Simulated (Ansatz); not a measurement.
# CsLa4: the cost of one run

Computed with Ansatz 0.2.0 (DFT PBE, scalar-relativistic, plane waves, PAW, unless a step's input says otherwise).

### 1 Starting point

The structure is cubic, space group Im-3m (No. 229). Conventional cell: a = 7.228 Å, b = 7.228 Å, c = 7.228 Å, α = 90.00°, β = 90.00°, γ = 90.00°. Cs (site symmetry m-3m) has 8 La at 3.13 Å as nearest neighbours. La (site symmetry -3m) has 2 Cs at 3.13 Å as nearest neighbours.

Structure file:

```cif
data_structure
_symmetry_space_group_name_H-M 'P 1'
_symmetry_Int_Tables_number 1
_cell_length_a 6.2600
_cell_length_b 6.2600
_cell_length_c 6.2600
_cell_angle_alpha 109.471
_cell_angle_beta 109.471
_cell_angle_gamma 109.471
_cell_volume 188.84
loop_
_atom_site_label
_atom_site_type_symbol
_atom_site_fract_x
_atom_site_fract_y
_atom_site_fract_z
_atom_site_occupancy
Cs1 Cs 0.00000 0.00000 0.00000 1
La1 La 0.50000 0.50000 0.50000 1
La2 La 0.00000 0.00000 0.50000 1
La3 La 0.00000 0.50000 0.00000 1
La4 La 0.50000 0.00000 0.00000 1
```

Recipe of the guess: random cell by space group and Wyckoff sites (Im-3m, No. 229). The dimensions are guesses.

### 2 The guess as it stands, on a coarse mesh

input.yaml reads:

```yaml
crystal:
  lattice:
    - [-3.61421575, 3.61421575, 3.61421575]
    - [3.61421575, -3.61421575, 3.61421575]
    - [3.61421575, 3.61421575, -3.61421575]
  atoms:
    - { symbol: Cs, position: [0.0, 0.0, 0.0] }
    - { symbol: La, position: [0.5, 0.5, 0.5] }
    - { symbol: La, position: [0.0, 0.0, 0.5] }
    - { symbol: La, position: [0.0, 0.5, 0.0] }
    - { symbol: La, position: [0.5, 0.0, 0.0] }
basis:
  ecutwfc: 420
kpoints:
  mp_grid: { grid: [4, 4, 4] }
hamiltonian:
  xc: pbe
scf:
  occupations: { method: gaussian, width: 0.1 }
  lower_state_search: "off"
output:
  forces: true
  stress: true
  eigenvalues: true
```

Launch:

```bash
$ ansatz run input.yaml --threads 1 --pin off --max-ram 2560MiB --backend cpu --events-out ev --progress --plain --runs-dir out
```

What time and memory should one allow on 1 thread of Arm Neoverse V2, shared host?

About 3.6 s, with a peak of 0.43 GiB.
